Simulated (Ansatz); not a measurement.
The system is TiPd.

```
Pd Ti
1.0
     3.18000    0.00000    0.00000
     0.00000    3.18000    0.00000
     0.00000    0.00000    3.18000
Pd Ti
1 1
Direct
  0.00000 0.00000 0.00000
  0.50000 0.50000 0.50000
```

```yaml
Program: Ansatz 0.2.0
Task: relaxation of cell and atoms
Functional: revPBE
Dispersion: D3(BJ)
Potentials_or_basis: all-electron LAPW, scalar-relativistic
Basis_error_allowed: 0.001 eV/atom
k_mesh: 8 × 8 × 8
Occupations: fermi-dirac, width 0.05 eV
Spin: no spin polarisation
```

At the start: volume 16.08 Å³/atom.

Q: How do energy, volume and symmetry change on relaxing?

A: Over 4 steps the energy falls by 35.9 meV/atom and the volume is 15.03 Å³/atom (-6.5 %); space group Pm-3m (No. 221, to 0.05 Å).

Step by step:
```tsv
step	energy change (eV)	largest force (eV/Å)	volume (Å³)
1	0.0000	0.0000	32.16
2	-0.0706	0.0000	30.30
3	-0.0717	0.0000	30.05
4	-0.0717	0.0000	30.05
```

Final structure:
```
Pd Ti
1.0
     3.10905    0.00000    0.00000
     0.00000    3.10905    0.00000
     0.00000    0.00000    3.10905
Pd Ti
1 1
Direct
  0.00000 0.00000 0.00000
  0.50000 0.50000 0.50000
```
